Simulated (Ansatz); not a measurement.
**GaH₃+ (quartet): the correlation ladder, aug-cc-pVDZ**

An exercise on one series of results from a longer session: the logs are not shown, and one member is left open.

Program: Ansatz 0.2.0, Gaussian basis. Level of theory: aug-cc-pVDZ, core rule «outside noble gas», up to 14 orbitals frozen. These are calculated values, not measurements.

To be run: UHF; CCSD(T) on ROHF; CCSD(T) on UHF; BCCD(T) on ROHF; CISD as a restricted active space (open shells left free, so some higher excitations enter); CCSDT(Q) on ROHF; CCSDT(Q) on UHF; CISDTQ; CCSDTQ on ROHF; CCSDTQ on UHF; Full CI.

12 further runs of the same task are left out: 5 for a known fault of the program, 1 that didn't finish, 6 set aside as unsound or not needed. Runs told in other sessions of the task aren't counted.

## The system

The geometry is a PBE0/def2-TZVP stationary point (not a proven minimum) of the parent state, kept for this charge and spin. No spin-orbit coupling is included. The filled d shell of Ga may be among the frozen orbitals whatever the setting's name suggests.

4 atoms, charge 1, spin multiplicity 4.

Atoms are counted from 1 here; the program's logs count them from 0.

Bond lengths: Ga1–H2 1.585 Å, Ga1–H3 1.955 Å, Ga1–H4 1.955 Å, H3–H4 0.811 Å. Angles: H2–Ga1–H3 100.5°, H2–Ga1–H4 100.5°, H3–Ga1–H4 23.9°, Ga1–H3–H4 78.0°, Ga1–H4–H3 78.0°.

As a file:

| atom | x (Å) | y (Å) | z (Å) |
| --- | --- | --- | --- |
| Ga1 | 0.0000 | 0.0277 | -0.0457 |
| H2 | 0.0000 | -1.4776 | -0.5415 |
| H3 | 0.4054 | -0.2202 | 1.8512 |
| H4 | -0.4054 | -0.2202 | 1.8512 |

The first run:

The input, in.yaml:

```yaml
crystal:
  periodic: [false, false, false]
  atoms:
    - {symbol: Ga, position_ang: [0.000000, 0.027726, -0.045695]}
    - {symbol: H, position_ang: [0.000000, -1.477599, -0.541473]}
    - {symbol: H, position_ang: [0.405418, -0.220158, 1.851181]}
    - {symbol: H, position_ang: [-0.405418, -0.220158, 1.851181]}
basis:
  gaussian: {orbitals: aug-cc-pVDZ}
total_charge: 1
magnetization: {spin_polarized: true, initial_magnetization: 3}
hamiltonian: {xc: hf}
output: {orbitals: {seedname: orbitals}}
```

The run is started by

```console
ansatz run in.yaml --threads 1 --pin off --events-out ev --progress --plain --max-ram 4160MiB --backend cpu
```

Steps of the session up to this table: UHF; CCSD(T) on ROHF; CCSD(T) on UHF; BCCD(T) on ROHF; CISD as a restricted active space (open shells left free, so some higher excitations enter); CCSDT(Q) on ROHF; CCSDT(Q) on UHF; CISDTQ; CCSDTQ on ROHF; CCSDTQ on UHF; Full CI.

One table of the session follows, with a row left open; its other results are not shown here.

It belongs to the step «Misses and costs». 

| method | from FCI (meV) |
| --- | --- |
| ROHF | +1499.8 |
| UHF | +1460.2 |
| RMP2 | +420.0 |
| UMP2 | +389.1 |
| RCCSD | +34.4 |
| UCCSD | +7.1 |
| RCCSD(T) | +11.4 |
| UCCSD(T) | -15.7 |
| BCCD(T) | ? |
| RCCSDT | -0.4 |
| UCCSDT | -27.3 |
| RCCSDT(Q) | -0.8 |
| UCCSDT(Q) | -27.7 |
| RCCSDTQ | -0.9 |
| UCCSDTQ | -27.8 |
| FCI | 0 |

Estimate the missing values for BCCD(T).

As computed: from FCI (meV): +11.0. In the column «from FCI (meV)» it lies between UCCSD (+7.1) and RCCSD(T) (+11.4).

To keep in mind: UCCSD(T), UCCSDT, UCCSDT(Q), UCCSDTQ fall below full CI: unrestricted runs freeze a spin-polarised core, another one than full CI's, and coupled cluster isn't variational. Levels on UHF freeze UHF's core orbitals, full CI those of ROHF, so the U rows can settle a little off it for that reason alone. Restricted and unrestricted rows rest on different reference determinants; a gap between their highest levels can come from leftover correlation error, from unlike frozen cores or from another state.
